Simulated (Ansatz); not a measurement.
Predict the output of the script below (Ansatz's Python interface).

`opt_clfsb.py`:
```python
# -*- coding: utf-8 -*-
'''Minimum-energy structure of ClFSb.'''

import itertools
import warnings

import ansatz as az
from ase.data import atomic_numbers, covalent_radii
import numpy as np


def main():
    warnings.simplefilter('ignore', az.DeckWarning)

    geometry_ang = [
        ('F', (-0.8146, 1.2286, -0.3148)),
        ('Sb', (-0.6485, -0.7131, -0.3964)),
        ('Cl', (1.4522, -0.5803, 0.698)),
    ]
    mol = az.Crystal.molecule()
    for symbol, xyz in geometry_ang:
        mol = mol.atom(symbol, xyz)

    base = (
        mol.calculation()
        .basis(gaussian='def2-SVP')
        .functional('r2scan')
        .spin('collinear', total=1)
    )
    symbols = [site.symbol for site in mol.cartesian_sites]
    start = np.array([site.position_ang for site in mol.cartesian_sites], dtype=float)
    def progress(event):
        if event['event'] == 'relax_step':
            row = event['data']
            print(f'step {row["step"]:3d}  E = {row["lagrangian_ev"]:.6f} eV  largest force component {row["allowed_force_max_ev_ang"]:.4f} eV/A')


    summary = base.relax(force_tolerance=0.02).session().plan().execute(on_event=progress).report
    end = np.array(summary['positions_ang'])

    print('reference energy %16.6f eV' % summary['reference_energy_ev'])
    print('total energy     %16.6f eV' % summary['free_energy_ev'])
    print('occupied orbitals outside the frozen core (up, down):', summary['n_occupied'], ' frozen:', summary['n_frozen'], ' virtual:', summary['n_virtual'])

    # pairs closer than 1.2 times the sum of covalent radii, before or after
    radius = [covalent_radii[atomic_numbers[s]] for s in symbols]
    span = lambda where, i, j: np.linalg.norm(where[i] - where[j])
    bonded = [(i, j) for i, j in itertools.combinations(range(len(symbols)), 2) if min(span(start, i, j), span(end, i, j)) < 1.2 * (radius[i] + radius[j])]
    print('pair        before    after (A)')
    for i, j in bonded:
        print(f'{symbols[i]}{i}-{symbols[j]}{j}'.ljust(10), f'{span(start, i, j):8.4f} {span(end, i, j):8.4f}')
    for first, second in list(itertools.combinations(bonded, 2)):
        shared = set(first) & set(second)
        if shared and symbols[(j := shared.pop())] != 'H':
            i, k = sorted((set(first) | set(second)) - {j})
            u, v = end[i] - end[j], end[k] - end[j]
            angle = np.degrees(np.arccos(np.clip(u @ v / np.linalg.norm(u) / np.linalg.norm(v), -1, 1)))
            print(f'final angle {symbols[i]}{i}-{symbols[j]}{j}-{symbols[k]}{k}: {angle:.2f} deg')

    charges = summary['charge_distribution']
    print('dipole moment', round(4.803205 * float(np.linalg.norm(charges['dipole_moment_e_ang'])), 3), 'D')
    print('Mulliken:', [(s, round(q, 3)) for s, q in zip(symbols, charges['mulliken_charges_e'])])
    with open('clfsb_opt.xyz', 'w') as handle:
        handle.write(f'{len(symbols)}\nrelaxed ClFSb\n')
        handle.writelines(f'{s:2s} {x:11.6f} {y:11.6f} {z:11.6f}\n' for s, (x, y, z) in zip(symbols, end))


if __name__ == '__main__':
    main()
```

`python opt_clfsb.py` gives:
```text
step   1  E = -21772.688527 eV  largest force component 0.4536 eV/A
step   2  E = -21772.711130 eV  largest force component 0.2935 eV/A
step   3  E = -21772.729312 eV  largest force component 0.0751 eV/A
step   4  E = -21772.729645 eV  largest force component 0.0044 eV/A
reference energy    -21772.729653 eV
total energy        -21772.729653 eV
occupied orbitals outside the frozen core (up, down): [25, 24]  frozen: 0  virtual: [33, 34]
pair        before    after (A)
F0-Sb1       1.9505   1.9429
Sb1-Cl2      2.3724   2.3725
final angle F0-Sb1-Cl2: 97.64 deg
dipole moment 3.03 D
Mulliken: [('F', -0.412), ('Sb', 0.708), ('Cl', -0.296)]
```

`clfsb_opt.xyz`, as written:
```text
3
relaxed ClFSb
F    -0.905909    1.257317   -0.359399
Sb   -0.606838   -0.662438   -0.370559
Cl    1.501847   -0.659680    0.716757
```

Notes:
- Total energies depend on the basis set; only differences at equal settings carry meaning.
- The end point is the stationary point reached from this start; no frequency run checks that it is a minimum, and the basis set is modest.
- def2 sets replace the cores of elements past krypton by effective core potentials.
- The species is open-shell (spin multiplicity 2).
- Hardware and time: 16 s on 1 thread of Intel(R) Xeon(R) Platinum 8375C CPU @ 2.90GHz (Ice Lake) (shared host), peak memory 0.24 GiB.

(Lines on the test bed's own set-up are left out of the output.)
